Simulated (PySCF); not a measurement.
# Ga³⁺: interval between two levels with spin-orbit coupling

Each state of gallium is computed at each level; their differences give the interval between two levels. How far do the methods differ?

The numbers are computed with PySCF 2.14.0 (two-component X2C-1e, generalised determinants), except any that are marked as measured or tabulated.

### Step 1. Starting point

```
Element                                   : gallium (Z = 31)
Basis                                     : x2c-TZVPall-2c with one added diffuse shell each of s, p, d type (7s8p5d1f, 63 functions)
Hamiltonian                               : two-component X2C-1e, Gaussian nucleus, no Breit or QED terms; spin-orbit coupling, run by run: off; screened by Boettger's factors
Core shells frozen in the correlated runs : [Ne] (for Ga³⁺)
State 1                                   : Ga³⁺ 3d9 4p1 3F4: [Ar] 3d9 4p1; 3d3/2 filled at m_j = -3/2, -1/2, +1/2, +3/2; 3d5/2 filled at m_j = -3/2, -1/2, +1/2, +3/2, +5/2; 4p3/2 filled at m_j = +3/2
Needed too, but not shown                 : Ga³⁺ [Ar] 3d10 (1S)
Methods                                   : GHF, GMP2
```

Outer shells as boxes (Hund's rule):

Ga3+ [Ar] 3d9 4p1
```
[Ar] core
3d [↑↓][↑↓][↑↓][↑↓][↑ ]
4p [↑ ][  ][  ]
```

All steps ran in one process of a driver on top of PySCF, which takes the settings above as its task.

It was started by

```console
$ OMP_NUM_THREADS=1 python sorun2.py TASK.json OUT
```

The integrals over 63 functions and the set-up took 1.3 s of CPU time.

### Step 2. Ga³⁺ 3d9 4p1 3F4, method by method

GHF (spin-free):

Log:

```text
cycle= 1 E= -1939.1575244715  delta_E= -1.94e+03  |FDS-SDF|= 0.0183
cycle= 2 E= -1939.1665380404  delta_E= -0.00901  |FDS-SDF|= 0.00788
cycle= 3 E= -1939.1673513398  delta_E= -0.000813  |FDS-SDF|= 0.0018
cycle= 4 E= -1939.1674658581  delta_E= -0.000115  |FDS-SDF|= 0.000224
cycle= 5 E= -1939.1674678943  delta_E= -2.04e-06  |FDS-SDF|= 2.6e-05
cycle= 6 E= -1939.1674679126  delta_E= -1.83e-08  |FDS-SDF|= 6.08e-06
cycle= 7 E= -1939.1674679139  delta_E= -1.26e-09  |FDS-SDF|= 8.07e-07
```

Time after the integrals: 1.1 s (1 thread of Neoverse-N1, shared host).

Occupied spinors (without spin-orbit coupling the j labels only name the start):

```csv
spinor shell,electrons,mean energy (eV),weight of the nominal j,rms radius (bohr)
1s1/2,2,-10488.7,1.000,0.0560
2s1/2,2,-1388.8,1.000,0.235
2p3/2,4,-1210.3,0.833,0.211
2p1/2,2,-1211.4,0.667,0.211
3s1/2,2,-223.99,1.000,0.693
3p3/2,4,-166.98,0.833,0.726
3p1/2,2,-169.33,0.667,0.725
3d5/2,5,-76.470,0.760,0.832
3d3/2,4,-77.280,0.700,0.826
4p3/2,1,-34.147,1.000,2.41
```

M_J = 4, ⟨J²⟩ = 20.002, ⟨L²⟩ = 12.002, ⟨S²⟩ = 2.000.

GMP2 (spin-free):

This step left no log, only its results.

It took 0.76 s on 1 thread of Neoverse-N1, shared host, the integrals not counted.

With 18 electrons correlated, the MP2 correlation energy is -0.21101 hartree. Largest pairs: 3d3/2-3d5/2 -0.0346, 3d5/2-3p3/2 -0.0258, 3d5/2-3d5/2 -0.0209, 3d3/2-3p3/2 -0.0197, 3p1/2-3p3/2 -0.0132.

GHF (screened spin-orbit):

Log:

```text
cycle= 1 E= -1939.2241257883  delta_E= -1.94e+03  |FDS-SDF|= 0.0186
cycle= 2 E= -1939.2329686183  delta_E= -0.00884  |FDS-SDF|= 0.00778
cycle= 3 E= -1939.2337536985  delta_E= -0.000785  |FDS-SDF|= 0.00191
cycle= 4 E= -1939.2338632892  delta_E= -0.00011  |FDS-SDF|= 0.000224
cycle= 5 E= -1939.2338652060  delta_E= -1.92e-06  |FDS-SDF|= 2.62e-05
cycle= 6 E= -1939.2338652254  delta_E= -1.94e-08  |FDS-SDF|= 6.06e-06
cycle= 7 E= -1939.2338652266  delta_E= -1.25e-09  |FDS-SDF|= 8.47e-07
```

Time after the integrals: 1.1 s (1 thread of Neoverse-N1, shared host).

The outer occupied spinors:

```csv
spinor shell,electrons,mean energy (eV),weight of the nominal j,rms radius (bohr)
2p1/2,2,-1230.0,0.999,0.209
2p3/2,4,-1201.3,1.000,0.212
3s1/2,2,-224.00,1.000,0.693
3p1/2,2,-171.68,0.959,0.719
3p3/2,4,-165.89,0.979,0.729
3d3/2,4,-77.633,0.832,0.825
3d5/2,5,-76.255,0.865,0.833
4p3/2,1,-34.050,1.000,2.41
```

M_J = 4, ⟨J²⟩ = 20.002, ⟨L²⟩ = 12.004, ⟨S²⟩ = 2.002. Rows whose weight is well below 1 mix j = l ± 1/2: exchange competes with spin-orbit coupling there.

GMP2 (screened spin-orbit):

The driver printed no log here.

It took 0.75 s on 1 thread of Neoverse-N1, shared host, the integrals not counted.

With 18 electrons correlated, the MP2 correlation energy is -0.21088 hartree. Largest pairs: 3d3/2-3d5/2 -0.0378, 3d5/2-3p3/2 -0.0250, 3d3/2-3p3/2 -0.0205, 3d5/2-3d5/2 -0.0194, 3p1/2-3p3/2 -0.0138.

### Step 3. Differences of total energies

Interval between two levels: Ga³⁺ [Ar] 3d10 → Ga³⁺ [Ar] 3d9 4p1 [3d3/2^4 3d5/2^5 4p3/2^1, M_J = 4].

```csv
method,value (eV)
GHF (spin-free),26.895
GMP2 (spin-free),28.711
GHF (screened spin-orbit),26.804
GMP2 (screened spin-orbit),28.623
```

The differences also use runs on Ga³⁺ [Ar] 3d10 (1S), which are not shown here.

### Step 4. What came out

| quantity | value |
| --- | --- |
| interval between two levels, Ga³⁺ → 3d9 4p1 3F4 | GHF (spin-free) 26.895, GMP2 (screened spin-orbit) 28.623 eV |

The methods span 1.907 eV, from GHF (screened spin-orbit) (26.804) to GMP2 (spin-free) (28.711). No reference value is at hand in this session. Spin-orbit coupling moves the difference by -0.088 eV at GMP2. The basis is finite, and no extrapolation was made.
